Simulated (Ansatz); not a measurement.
# Al2H4Se (SMILES [AlH2][AlH][SeH]) at RPA@PBE0/cc-pVDZ

Aim: the vertical singlet–triplet gap of Al2H4Se at RPA@PBE0/cc-pVDZ, from 2 runs. 

The calculation is run with Ansatz 0.2.0.

51 further runs of the same task are left out: 51 set aside as unsound or not needed. Runs told in other sessions of the task aren't counted.

## (1) The system as given

Al2H4Se has 7 atoms, charge 0, and is taken as a singlet. SMILES: `[AlH2][AlH][SeH]`. The coordinates come from a PBE0-D4/def2-TZVP relaxation. This is one conformer, not always the lowest.

Bond lengths: Al1–Al2 2.584 Å, Al2–Se3 2.331 Å, Al1–H4 1.593 Å, Al1–H5 1.593 Å, Al2–H6 1.591 Å, Se3–H7 1.469 Å. Angles: Al1–Al2–Se3 117.0°, Al1–Al2–H6 127.9°, Se3–Al2–H6 115.1°, Al2–Al1–H4 121.5°, Al2–Al1–H5 121.4°, Al2–Se3–H7 93.6°, H4–Al1–H5 117.1°.

## (2) A single-point energy at RPA@PBE0/cc-pVDZ

run.yaml reads:

```yaml
crystal:
  periodic: [false, false, false]
  atoms:
    - {symbol: Al, position_ang: [-1.578100, 0.539600, -0.900300]}
    - {symbol: Al, position_ang: [0.683400, 0.231600, 0.310300]}
    - {symbol: Se, position_ang: [1.280700, -1.943000, 0.899300]}
    - {symbol: H, position_ang: [-1.688000, 0.476100, -2.487900]}
    - {symbol: H, position_ang: [-2.924300, 0.803000, -0.090900]}
    - {symbol: H, position_ang: [1.737000, 1.353100, 0.713600]}
    - {symbol: H, position_ang: [2.550600, -1.528300, 1.510400]}
basis:
  gaussian: {orbitals: cc-pVDZ}
magnetization: {spin_polarized: false, initial_magnetization: 0}
hamiltonian: {xc: pbe0}
correlation: {method: rpa, frozen_orbitals: {Al: 5, H: 0, Se: 9}}
accuracy: high
```

Launch:

```console
$ ansatz run run.yaml --threads 1 --pin off --max-ram 2610MiB --events-out events.jsonl --progress --plain --runs-dir runs
```

Standard output:

```text
Warning: RAYON_NUM_THREADS=1 ignored (pool sized by the plan → 1); use --threads N
Functional definition: PBE0
  name "PBE0"
  parameter a = 0.25
  parameter kappa = 0.804
  parameter beta = 0.06672455060314922
  exchange = (1 - a)*pbe_x(kappa = kappa, mu = beta*pi^2/3) + a*exact_x
  correlation = pbe_c(beta = beta)
1807 factors; integrals over basis functions are off by at most 4.8e-9 eV
mean field evaluation 1: about -78593.2838 eV, gradient 1.3e1 eV
mean field evaluation 2: about -78593.3558 eV, gradient 1.3e1 eV
mean field evaluation 4: about -78594.0147 eV, gradient 2.5e0 eV
mean field evaluation 8: about -78594.0387 eV, gradient 6.4e-2 eV
mean field evaluation 16: about -78594.0388 eV, gradient 3.3e-6 eV
mean field -78594.03876365 eV, -2888.2776516113 hartree, gradient 4.4e-8 eV, S^2 0.000000; 0 other end points of the search recorded, 0 dependent functions left out
19 core orbitals not correlated: weight in the atoms' cores, before any rotation towards them, 1.000 or more for the frozen orbitals, at most 0.000 for the correlated occupied ones
reference -78531.51555984 eV, -2885.9799662512 hartree; 13, 13 occupied and 51, 51 virtual orbitals, 1807 factors
Total energy: -78543.72548266 eV, -2886.4286726385 hartree
```

It took 14 s on 1 thread of Arm Neoverse V2, shared host; peak memory 0.3 GiB.

## (3) The triplet, same level

job.yaml reads:

```yaml
crystal:
  periodic: [false, false, false]
  atoms:
    - {symbol: Al, position_ang: [-1.578100, 0.539600, -0.900300]}
    - {symbol: Al, position_ang: [0.683400, 0.231600, 0.310300]}
    - {symbol: Se, position_ang: [1.280700, -1.943000, 0.899300]}
    - {symbol: H, position_ang: [-1.688000, 0.476100, -2.487900]}
    - {symbol: H, position_ang: [-2.924300, 0.803000, -0.090900]}
    - {symbol: H, position_ang: [1.737000, 1.353100, 0.713600]}
    - {symbol: H, position_ang: [2.550600, -1.528300, 1.510400]}
basis:
  gaussian:
    orbitals: cc-pVDZ
magnetization:
  spin_polarized: true
  initial_magnetization: 2
total_charge: 0
accuracy: high
hamiltonian:
  xc: pbe0
correlation:
  method: rpa
  frozen_orbitals: {Al: 5, H: 0, Se: 9}
```

Launch:

```console
$ ansatz run job.yaml --threads 1 --pin off --max-ram 2610MiB --events-out events.jsonl --progress --plain --runs-dir runs
```

Standard output:

```text
Warning: RAYON_NUM_THREADS=1 ignored (pool sized by the plan → 1); use --threads N
[... 7 set-up lines as earlier in the session ...]
1807 factors; integrals over basis functions are off by at most 4.8e-9 eV
mean field evaluation 1: about -78590.1605 eV, gradient 9.5e0 eV
mean field evaluation 2: about -78590.2414 eV, gradient 9.5e0 eV
mean field evaluation 4: about -78591.1336 eV, gradient 2.0e0 eV
mean field evaluation 8: about -78591.1789 eV, gradient 1.9e-1 eV
mean field evaluation 16: about -78591.1799 eV, gradient 1.9e-3 eV
mean field evaluation 32: about -78591.1799 eV, gradient 3.6e-6 eV
mean field evaluation 64: about -78588.7386 eV, gradient 8.3e0 eV
mean field -78591.17988177 eV, -2888.1725896401 hartree, gradient 5.9e-8 eV, S^2 2.004326; 5 other end points of the search recorded, 0 dependent functions left out
19 core orbitals not correlated: weight in the atoms' cores, before any rotation towards them, 1.000 or more for the frozen orbitals, at most 0.000 for the correlated occupied ones
reference -78528.52928671 eV, -2885.8702227377 hartree; 14, 12 occupied and 50, 52 virtual orbitals, 1807 factors
Total energy: -78540.70303261 eV, -2886.3175996479 hartree
```

Wall time 49 s (1 thread of Arm Neoverse V2, shared host); peak memory 0.61 GiB.

## (4) Outcome

Level: RPA@PBE0/cc-pVDZ, 19 core orbitals frozen.

```
                                        quantity           value
                           singlet: total energy  -2886.42867 Eh
       singlet: RPA correlation energy (valence)      -448.7 mEh
                           triplet: total energy  -2886.31760 Eh
       triplet: RPA correlation energy (valence)      -447.4 mEh
      triplet: ⟨S²⟩ of the reference determinant           2.004
vertical energy of the triplet above the singlet        3.022 eV
```

At this shape the triplet lies 3.02 eV (70 kcal/mol) above the singlet.
